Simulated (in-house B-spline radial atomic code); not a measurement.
# Cd⁶⁺: ionisation energy by several methods

Wanted: one ionisation energy, Cd⁶⁺ to configuration [Kr] 4d5, up the ladder of functionals.

Program: in-house B-spline radial atomic code version 1. Level of theory: non-relativistic, several functionals, spin-polarised; spherical all-electron atom at the radial basis limit. These are calculated values, not measurements, unless marked.

**1. Starting point**

| Item | Value |
| --- | --- |
| element | cadmium (Z = 48) |
| charge | +6 |
| electrons | 42 |
| configuration | [Kr] 4d6 |
| nucleus | point |

The outer shells:

[Kr] 4d6
```
[Kr] core
4d [↑↓][↑ ][↑ ][↑ ][↑ ]
```

Where spins are not typed, each open shell is filled with up spins first.

**2. r2SCAN**

Settings, as recorded:

```ini
Z = 48
electrons = 42.0
configuration = [Kr] 4d6
hamiltonian = nr
method = r2scan
spin_polarised = True
```

**3. AM05**

Settings, as recorded:

```ini
Z = 48
electrons = 42.0
configuration = [Kr] 4d6
hamiltonian = nr
method = am05
spin_polarised = True
```

**4. PW91**

Settings, as recorded:

```ini
Z = 48
electrons = 42.0
configuration = [Kr] 4d6
hamiltonian = nr
method = pw91,pw91
spin_polarised = True
```

**5. TPSS**

Settings, as recorded:

```ini
Z = 48
electrons = 42.0
configuration = [Kr] 4d6
hamiltonian = nr
method = tpss,tpss
spin_polarised = True
```

**6. OLYP**

Settings, as recorded:

```ini
Z = 48
electrons = 42.0
configuration = [Kr] 4d6
hamiltonian = nr
method = optx,lyp
spin_polarised = True
```

**7. exchange-only LDA**

Settings, as recorded:

```ini
Z = 48
electrons = 42.0
configuration = [Kr] 4d6
hamiltonian = nr
method = lda,
spin_polarised = True
```

Before running: The tabulated ionisation energy is 105 ± 2 eV (tabulated theoretical; NIST Atomic Spectra Database). What does each method give, and which comes nearest?

As calculated:

| method | rung | total energy (hartree) | ΔSCF (eV) | −ε highest (eV) | ΔSCF less tabulated (eV) |
| --- | --- | --- | --- | --- | --- |
| exchange-only LDA | LDA | -5447.9415 | 105.30 | 95.94 (4d down) | +0.30 |
| AM05 | GGA | -5452.3861 | 107.34 | 97.90 (4d down) | +2.34 |
| PW91 | GGA | -5457.6888 | 107.36 | 97.93 (4d down) | +2.36 |
| OLYP | GGA | -5459.1632 | 107.56 | 98.10 (4d down) | +2.56 |
| r2SCAN | meta-GGA | -5457.4014 | 106.38 | 97.23 (4d down) | +1.38 |
| TPSS | meta-GGA | -5457.1486 | 107.01 | 97.62 (4d down) | +2.01 |

What this shows: The tabulated ionisation energy is 105 ± 2 eV (tabulated theoretical; NIST Atomic Spectra Database). exchange-only LDA comes nearest (+0.30 eV) and OLYP is farthest (+2.56 eV, 2.4 %). These runs lack relativity altogether, which can outweigh the gaps between the methods, so the nearest may be so by luck. These runs leave out relativity, which matters at this nuclear charge. Open shells are averaged (over orientations, and over spins where the run is restricted), while tables refer to the lowest levels. For the semilocal functionals minus the highest level recovers only 91 % of their own ΔSCF value, a mark of self-interaction.
